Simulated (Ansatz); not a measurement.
ReSbN:

```
CELL_PARAMETERS angstrom
3.43212 0.00000 0.00000
0.00000 3.43212 0.00000
0.00000 0.00000 8.59263
ATOMIC_POSITIONS crystal
Re 0.00000 0.50000 0.87324
Re 0.50000 0.00000 0.12676
Sb 0.00000 0.50000 0.33346
Sb 0.50000 0.00000 0.66654
N 0.00000 0.00000 0.00000
N 0.50000 0.50000 0.00000
```

The cell comes from a database or a generator and needn't be the stable form of this composition.

| Property | Result |
| --- | --- |
| Program | Ansatz 0.2.0 |
| Task | relaxation of cell and atoms |
| Functional | LDA |
| Potentials or basis | Ansatz PAW |
| Cutoff | 420 eV (not typed: the program's choice for these potentials) |
| k mesh | 8 × 8 × 3 |
| Occupations | fermi-dirac, width 0.05 eV |
| Spin | no spin polarisation |
| Hubbard terms | Re d U = 4 eV |

At the start: volume 16.87 Å³/atom.

Problem. Where does the relaxation end?

Solution. It ends after 8 steps and the volume is 15.80 Å³/atom (-6.3 %); space group P4/nmm (No. 129, to 0.05 Å).

Step by step:
```tsv
step	energy change (eV)	largest force (eV/Å)	volume (Å³)
1	0.0000	0.8351	101.22
2	-0.0630	0.9364	91.16
3	-0.1979	0.1128	95.32
4	-0.2002	0.0790	95.17
5	-0.2015	0.0066	94.88
6	-0.1924	0.0072	94.88
7	-0.1925	0.0001	94.82
8	-0.1923	0.0001	94.82
```

Final structure:
```
Re Sb N
1.0
     3.36886    0.00000    0.00000
     0.00000    3.36886    0.00000
     0.00000    0.00000    8.35437
Re Sb N
2 2 2
Direct
  0.00000 0.50000 0.87140
  0.50000 0.00000 0.12860
  0.00000 0.50000 0.33508
  0.50000 0.00000 0.66492
  0.00000 0.00000 0.00000
  0.50000 0.50000 0.00000
```

Caveat: the plane-wave basis is chosen anew once the cell has moved, so the energies of steps on either side of that aren't comparable; the pressure holds a Pulay correction of +0.3 GPa for the finite cutoff; U without spin polarisation on a metal has little footing; the PAW data sets come from PBE, with cores solved anew for the run's functional, which leaves a small shift of forces and pressure.
